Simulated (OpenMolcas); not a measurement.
# Ru³⁺ among point charges: CASSCF and CASPT2 levels and susceptibility, part 2 of 2

Aim: the splitting of the states of Ru³⁺ in the field of 5 point charges, its lowest levels with spin-orbit coupling and its magnetic susceptibility.

OpenMolcas 26.06; ANO-RCC-VDZP, DKH2, active space 5 electrons in 5 orbitals (4d), orbitals: per spin and parity. Surroundings: 5 point charges of -2 e arranged as a trigonal bipyramid (D3h), 2.08 Å from the ion, with the axial distance 2.038 Å. The steps go on from the part before.

### 7 CASPT2: IPEA 0.25, imaginary shift 0.1 (closed shells correlated: 4s 4p)

The input, a.inp:

```
>>> COPY JOB001 $Project.JobIph
&CASPT2
Multistate=1 1
Frozen=14
IPEA=0.25
Imaginary=0.1
MaxIter=60
WThr=0.0 0.3 0.05
PrWF=0.5
NoMix
>>> COPY JOB002 $Project.JobIph
&CASPT2
Multistate=24 1 2 3 4 5 6 7 8 9 10 11 12 13 14 15 16 17 18 19 20 21 22
23 24
NoMult
Frozen=14
IPEA=0.25
Imaginary=0.1
MaxIter=60
WThr=0.0 0.3 0.05
PrWF=0.5
NoMix
>>> COPY JOB003 $Project.JobIph
&CASPT2
Multistate=75 1 2 3 4 5 6 7 8 9 10 11 12 13 14 15 16 17 18 19 20 21 22
23 24 25 26 27 28 29 30 31 32 33 34 35 36 37 38 39 40 41 42 43 44 45 46
47 48 49 50 51 52 53 54 55 56 57 58 59 60 61 62 63 64 65 66 67 68 69 70
71 72 73 74 75
NoMult
Frozen=14
IPEA=0.25
Imaginary=0.1
MaxIter=60
WThr=0.0 0.3 0.05
PrWF=0.5
NoMix
```

The log of the run:

```text
Orbital specifications:
      -----------------------

      Symmetry species                           1
                                                 a
      Frozen orbitals                           14
      Inactive orbitals                          4
      Active orbitals                            5
      Secondary orbitals                        20
      Deleted orbitals                           0
      Number of basis functions                 43
Type of calculation                        SS-CASPT2
      Fock operator                              state-specific
      IPEA shift                                 0.25
      Real shift                                 0.00
      Imaginary shift                            0.10
      The input orbitals will be transformed to quasi-canonical
Reference energy:       -4533.2911318121
      E2 (Non-variational):      -0.2483104234
      Shift correction:          -0.0001307332
      E2 (Variational):          -0.2484411566
      Total energy:           -4533.5395729687
      Residual norm:              0.0000006847
      Reference weight:           0.94843
      Contributions to the CASPT2 correlation energy
      Active & Virtual Only:         -0.0547367339
      One Inactive Excited:          -0.1240541278
      Two Inactive Excited:          -0.0695195617
::    CASPT2 Root  1     Total energy:  -4533.53957297
Orbital specifications:
      -----------------------

      Symmetry species                           1
                                                 a
      Frozen orbitals                           14
      Inactive orbitals                          4
      Active orbitals                            5
      Secondary orbitals                        20
      Deleted orbitals                           0
      Number of basis functions                 43
Type of calculation                        SS-CASPT2
      Fock operator                              state-specific
      IPEA shift                                 0.25
      Real shift                                 0.00
      Imaginary shift                            0.10
      The input orbitals will be transformed to quasi-canonical
Reference energy:       -4533.1933963925
      E2 (Non-variational):      -0.2574830602
      Shift correction:          -0.0001633804
      E2 (Variational):          -0.2576464406
      Total energy:           -4533.4510428331
      Residual norm:              0.0000001391
      Reference weight:           0.94615
      Contributions to the CASPT2 correlation energy
      Active & Virtual Only:         -0.0600280143
      One Inactive Excited:          -0.1244608511
      Two Inactive Excited:          -0.0729941947
Reference energy:       -4533.1933963921
      E2 (Non-variational):      -0.2574843972
      Shift correction:          -0.0001632946
      E2 (Variational):          -0.2576476918
      Total energy:           -4533.4510440839
      Residual norm:              0.0000001403
      Reference weight:           0.94616
      Contributions to the CASPT2 correlation energy
      Active & Virtual Only:         -0.0600282043
      One Inactive Excited:          -0.1244619878
      Two Inactive Excited:          -0.0729942052
::    CASPT2 Root  1     Total energy:  -4533.45104283
::    CASPT2 Root  2     Total energy:  -4533.45104408
::    CASPT2 Root  3     Total energy:  -4533.44259735
::    CASPT2 Root  4     Total energy:  -4533.44270575
::    CASPT2 Root  5     Total energy:  -4533.42888184
::    CASPT2 Root  6     Total energy:  -4533.42851473
::    CASPT2 Root  7     Total energy:  -4533.42666849
::    CASPT2 Root  8     Total energy:  -4533.42834553
::    CASPT2 Root  9     Total energy:  -4533.42850644
::    CASPT2 Root 10     Total energy:  -4533.41748241
::    CASPT2 Root 11     Total energy:  -4533.41740907
::    CASPT2 Root 12     Total energy:  -4533.41233676
::    CASPT2 Root 13     Total energy:  -4533.41233201
::    CASPT2 Root 14     Total energy:  -4533.41508221
::    CASPT2 Root 15     Total energy:  -4533.40366734
::    CASPT2 Root 16     Total energy:  -4533.38823999
::    CASPT2 Root 17     Total energy:  -4533.38823406
::    CASPT2 Root 18     Total energy:  -4533.35919114
::    CASPT2 Root 19     Total energy:  -4533.35895174
::    CASPT2 Root 20     Total energy:  -4533.35873220
::    CASPT2 Root 21     Total energy:  -4533.34291479
::    CASPT2 Root 22     Total energy:  -4533.34291937
::    CASPT2 Root 23     Total energy:  -4533.32338884
::    CASPT2 Root 24     Total energy:  -4533.32323430
Orbital specifications:
      -----------------------

      Symmetry species                           1
                                                 a
      Frozen orbitals                           14
      Inactive orbitals                          4
      Active orbitals                            5
      Secondary orbitals                        20
      Deleted orbitals                           0
      Number of basis functions                 43
Type of calculation                        SS-CASPT2
      Fock operator                              state-specific
      IPEA shift                                 0.25
      Real shift                                 0.00
      Imaginary shift                            0.10
      The input orbitals will be transformed to quasi-canonical
Reference energy:       -4533.1399652118
      E2 (Non-variational):      -0.2598203820
      Shift correction:          -0.0001497335
      E2 (Variational):          -0.2599701154
      Total energy:           -4533.3999353272
      Residual norm:              0.0000001419
      Reference weight:           0.94526
      Contributions to the CASPT2 correlation energy
      Active & Virtual Only:         -0.0566261703
      One Inactive Excited:          -0.1354254671
      Two Inactive Excited:          -0.0677687445
Reference energy:       -4533.1399652118
      E2 (Non-variational):      -0.2598198266
      Shift correction:          -0.0001497307
      E2 (Variational):          -0.2599695572
      Total energy:           -4533.3999347690
      Residual norm:              0.0000001418
      Reference weight:           0.94526
      Contributions to the CASPT2 correlation energy
      Active & Virtual Only:         -0.0566262205
      One Inactive Excited:          -0.1354248607
      Two Inactive Excited:          -0.0677687454
::    CASPT2 Root  1     Total energy:  -4533.39993533
::    CASPT2 Root  2     Total energy:  -4533.39993477
::    CASPT2 Root  3     Total energy:  -4533.39522141
::    CASPT2 Root  4     Total energy:  -4533.39513513
::    CASPT2 Root  5     Total energy:  -4533.39327041
::    CASPT2 Root  6     Total energy:  -4533.39296340
::    CASPT2 Root  7     Total energy:  -4533.39227107
::    CASPT2 Root  8     Total energy:  -4533.39227445
::    CASPT2 Root  9     Total energy:  -4533.38497593
::    CASPT2 Root 10     Total energy:  -4533.38498493
::    CASPT2 Root 11     Total energy:  -4533.38956735
::    CASPT2 Root 12     Total energy:  -4533.38956661
::    CASPT2 Root 13     Total energy:  -4533.38102521
::    CASPT2 Root 14     Total energy:  -4533.37722839
::    CASPT2 Root 15     Total energy:  -4533.37726645
::    CASPT2 Root 16     Total energy:  -4533.37829749
::    CASPT2 Root 17     Total energy:  -4533.37830743
::    CASPT2 Root 18     Total energy:  -4533.37716593
::    CASPT2 Root 19     Total energy:  -4533.36506667
::    CASPT2 Root 20     Total energy:  -4533.36514628
::    CASPT2 Root 21     Total energy:  -4533.36889997
::    CASPT2 Root 22     Total energy:  -4533.36194834
::    CASPT2 Root 23     Total energy:  -4533.36194399
::    CASPT2 Root 24     Total energy:  -4533.35791483
::    CASPT2 Root 25     Total energy:  -4533.35769918
::    CASPT2 Root 26     Total energy:  -4533.35594742
::    CASPT2 Root 27     Total energy:  -4533.35594808
::    CASPT2 Root 28     Total energy:  -4533.35082833
::    CASPT2 Root 29     Total energy:  -4533.35076083
::    CASPT2 Root 30     Total energy:  -4533.35062714
```

This run: 8.8 s of run time, 1 thread of Arm Neoverse V2, shared host.

SS-CASPT2: lowest energy less the reference's lowest, -0.2484 hartree; reference weights 0.934 to 0.948.

States without spin-orbit coupling:

```csv
state,degeneracy,E (cm-1),free-ion L (%)
6A1,1,0,S (100)
4E,2,19430,G (64)
4E,2,21272,G (73)
4A2,1,24294,G (99)
4A1,1,24374,G (99)
4E,2,24394,G (100)
4A1,1,24780,G (99)
4E,2,26804,D (74)
4A2,1,27323,P (100)
4E,2,27926,D (61)
4A1,1,29828,D (99)
2E,2,30647,I (72)
2E,2,31691,I (68)
2A1,1,32110,I (67)
2A2,1,32177,I (67)
2E,2,32329,I (61)
2E,2,32923,D (44)
4E,2,33214,P (48)
2E,2,33929,I (73)
2A1,1,34797,I (93)
2E,2,35395,D (48)
2A1,1,35622,I (100)
2A2,1,35631,I (100)
2A2,1,35644,F (78)
```

With spin-orbit coupling:

| E (cm-1) | Degeneracy | Label | 2S+1 | g |
| --- | --- | --- | --- | --- |
| 0 | 2 | E1/2 | 6 | 0.00 0.00 9.99 |
| 13 | 2 | E3/2 | 6 | 0.00 0.00 5.99 |
| 20 | 2 | E1/2 | 6 | 2.00 5.99 5.99 |
| 18970 | 2 | E1/2 | 4 | 0.01 0.01 7.86 |
| 19040 | 2 | E3/2 | 4 | 0.00 0.00 3.94 |
| 19430 | 2 | E1/2 | 4 | 0.04 0.99 0.99 |
| 19910 | 2 | E1/2 | 4 | 0.84 0.84 3.93 |
| 20550 | 2 | E1/2 | 4 | 0.05 0.05 9.90 |
| 21000 | 2 | E1/2 | 4 | 0.09 0.09 6.01 |
| 21420 | 2 | E3/2 | 4 | 0.00 0.00 1.97 |
| 21950 | 2 | E1/2 | 4 | 0.04 0.04 2.01 |
| 24060 | 2 | E1/2 | 4 | 0.22 0.22 2.44 |
| 24240 | 2 | E3/2 | 4 | 0.00 0.00 10.14 |
| 24250 | 2 | E1/2 | 4 | 0.01 0.01 7.12 |
| 24330 | 2 | E1/2 | 4 | 0.00 0.00 13.79 |
| 24340 | 2 | E3/2 | 4 | 0.00 0.00 1.72 |
| 24480 | 2 | E1/2 | 4 | 0.77 4.95 4.95 |
| 24500 | 2 | E3/2 | 4 | 0.00 0.00 9.83 |
| 24540 | 2 | E1/2 | 4 | 3.98 5.14 5.14 |
| 24750 | 2 | E1/2 | 4 | 1.99 3.98 3.98 |
| 24770 | 2 | E3/2 | 4 | 0.00 0.00 5.95 |
| 26190 | 2 | E3/2 | 4 | 0.00 0.00 4.60 |
| 26200 | 2 | E1/2 | 4 | 0.02 0.02 6.87 |
| 26400 | 2 | E1/2 | 4 | 1.50 3.27 3.27 |

Powder χT (cm³ K/mol): 3.38 at 2 K, 3.73 at 5 K, 4.07 at 10 K, 4.28 at 20 K, 4.35 at 50 K, 4.36 at 100 K, 4.37 at 150 K, 4.37 at 200 K, 4.37 at 250 K, 4.37 at 300 K.

### 8 The methods side by side

A. CASSCF
B. SS-CASPT2, IPEA 0.25, imaginary shift 0.1 (closed shells correlated: 4s 4p)

```csv
method,ground state,first gap with spin-orbit (cm-1),χT at 300 K
A,6A1,15.0,4.37
B,6A1,13.3,4.37
```

### 9 Summary of results

What follows sums up all 2 parts.

| quantity | value |
| --- | --- |
| method | SS-CASPT2, IPEA 0.25, imaginary shift 0.1 (closed shells correlated: 4s 4p) |
| spin-free ground state | 6A1, 1-fold in its orbital part |
| lowest level | 2-fold E1/2, g = 0.00, 0.00, 9.99 |
| next level | 13.3 cm⁻¹ |
| χT at 300 K | 4.37 cm³ K/mol |
| effective moment at 300 K | 5.91 μB |

Cost by method:

```csv
method,time of its own steps,time with the reference
A. CASSCF,24 s,24 s
"B. SS-CASPT2, IPEA 0.25, imaginary shift 0.1, +4s 4p",8.8 s,32 s
```

Times are of one thread on a shared host.

The spin-free ground state (6A1) comes to 100 % from free-ion S terms and keeps the highest spin of the shell. χT at 300 K is 4.37, against 4.39 cm³ K/mol for the spin alone, as a half-filled shell (L = 0) has no orbital moment. An active space of the d shell alone favours high spin; real ions in strong fields can be low spin. CASPT2 does not keep the components of a term degenerate, and the means are used. The field of point charges can differ much from that of real complexes. With metal d orbitals alone active, the gaps between spin states are rough; where two lie within a few thousand cm-1, their order is open. This is an electrostatic model: the charges have no orbitals.
